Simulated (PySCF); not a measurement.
# CdP+: from the state search to spectroscopic constants

An exercise on one series of results from a longer session: the logs are not shown, and one member is left open.

Method: Cd def2-SVPD with ECP28, P def2-SVPD, scalar-relativistic core potentials; program: PySCF 2.14.0.

The first run:

Settings of the job:

```yaml
atoms: Cd, P
charge: 1
basis: Cd def2-SVPD with ECP28, P def2-SVPD
Hamiltonian: scalar-relativistic core potentials
basis_functions: 58
electrons_treated: 34
masses_in_u: 113.9034, 30.9738
levels: PBE0, PBE, r²SCAN, BHandHLYP, r²SCAN0, M06-L, HF, MP2, SCS-MP2, CCSD, CCSD(T)
grid: 80 radial by 434 angular points
occupations: held fixed by the projection of orbital angular momentum
dissociation_limit: Cd+ + P, each in its ground configuration
starting_distance_in_angstrom: 2.565
values_of_2S_to_try: 0, 2, 4
```

The run is started by

```bash
OMP_NUM_THREADS=1 python dia.py task.json out
```

Among the steps run: Set-up; PBE0 along the bond; Excited determinants; PBE; r²SCAN (meta-GGA); BHandHLYP; r²SCAN0 (hybrid meta-GGA); M06-L; ROHF (mean field); Adding correlation.

One table of the session follows, with a row left open; its other results are not shown here.

It belongs to the step «The curves together». Energy (eV) from each level's lowest point:

| R (Å) | ROHF | ROHF-MP2 | ROHF-SCS-MP2 | ROHF-CCSD | ROHF-CCSD(T) |
| --- | --- | --- | --- | --- | --- |
| 2.159 | 0.836 | 0.621 | 0.683 | n/a | n/a |
| 2.259 | 0.396 | 0.266 | 0.308 | 0.349 | 0.356 |
| 2.359 | 0.143 | 0.078 | 0.102 | 0.126 | 0.132 |
| 2.435 | ? | ? | ? | ? | ? |
| 2.510 | 0.000 | 0.000 | 0.000 | 0.001 | 0.003 |
| 2.585 | 0.000 | 0.023 | 0.012 | 0.000 | 0.000 |
| 2.686 | 0.049 | 0.094 | 0.069 | 0.041 | 0.037 |
| 2.811 | 0.164 | 0.226 | 0.186 | 0.135 | 0.126 |
| 2.962 | 0.346 | 0.420 | 0.362 | 0.283 | 0.268 |
| 3.163 | 0.621 | 0.698 | 0.620 | n/a | n/a |

Q: Estimate the row for R (Å) = 2.435 from the others.

Worked estimate for «ROHF». A straight line through the neighbours (2.359, 0.143) and (2.510, 0.000) gives 0.143 + (0.000 − 0.143) × (2.435 − 2.359) / (2.510 − 2.359) = 0.071; a parabola fitted to 4 rows on both sides gives 0.039.

**Answer.** ROHF: 0.043; ROHF-MP2: 0.014; ROHF-SCS-MP2: 0.026; ROHF-CCSD: 0.038; ROHF-CCSD(T): 0.043. In «ROHF» the line misses by +0.028 and the parabola by -0.004.
